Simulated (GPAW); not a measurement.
## Ta3N: band structure with LDA

Ta3N:

```
CELL_PARAMETERS angstrom
3.03222 0.00000 0.00000
-1.51611 2.62598 0.00000
0.00000 0.00000 7.52414
ATOMIC_POSITIONS crystal
Ta 0.66667 0.33333 0.82607
Ta 0.33333 0.66667 0.17393
Ta 0.00000 0.00000 0.50000
N 0.00000 0.00000 0.00000
```

The cell comes from a database or a generator and needn't be the stable form of this composition.

| Property | Result |
| --- | --- |
| Program | GPAW 26.7.0 |
| Task | band structure |
| Functional | LDA |
| Potentials or basis | the program's PAW data sets (release 1.2.1) made for this functional |
| Cutoff | 800 eV |
| Basis | pw |
| k mesh | 7 × 7 × 3 |
| Occupations | fermi-dirac, width 0.05 eV |
| Spin | no spin polarisation |
| Maxiter | 150 |
| Band path | GMKGALHA,LM,KH |
| Band points | 60 |

```yaml
Pressure: -14.0 GPa
Largest_force: 0.739 eV/Å
Band_gap_along_the_path: none (metal or under the smearing width)
```

Forces on the atoms (eV/Å):
```
Ta   0.000  0.000  0.739
Ta   0.000  0.000 -0.739
Ta   0.000  0.000  0.000
N    0.000  0.000  0.000
```

Stress tensor (GPa, compression positive):
```
-14.18   0.00   0.00
  0.00 -14.18   0.00
  0.00   0.00 -13.49
```

Levels at the corners of the path, in eV from the Fermi level:
| point | band 20 | band 21 | band 22 | band 23 | band 24 | band 25 |
| --- | --- | --- | --- | --- | --- | --- |
| Γ | -0.52 | -0.52 | -0.33 | 0.23 | 0.23 | 0.91 |
| M | -1.11 | -0.51 | 0.17 | 0.64 | 0.91 | 3.42 |
| K | -1.38 | -1.38 | -0.52 | 0.48 | 0.48 | 3.15 |
| Γ | -0.52 | -0.52 | -0.33 | 0.23 | 0.23 | 0.91 |
| A | -1.12 | -0.31 | -0.31 | 0.51 | 0.51 | 1.19 |
| L | -1.26 | -1.25 | 0.18 | 0.92 | 1.20 | 2.33 |
| H | -1.40 | -1.40 | -1.40 | 0.40 | 0.40 | 2.96 |
| A | -1.12 | -0.31 | -0.31 | 0.51 | 0.51 | 1.19 |
| L | -1.26 | -1.25 | 0.18 | 0.92 | 1.20 | 2.33 |
| M | -1.11 | -0.51 | 0.17 | 0.64 | 0.91 | 3.42 |
| K | -1.38 | -1.38 | -0.52 | 0.48 | 0.48 | 3.15 |
| H | -1.40 | -1.40 | -1.40 | 0.40 | 0.40 | 2.96 |

It took 100 s on 1 thread of Arm Neoverse V2 (shared host), peak memory 0.48 GiB.

Caveat: spin-orbit coupling is left out, which moves the levels of the heavy elements.
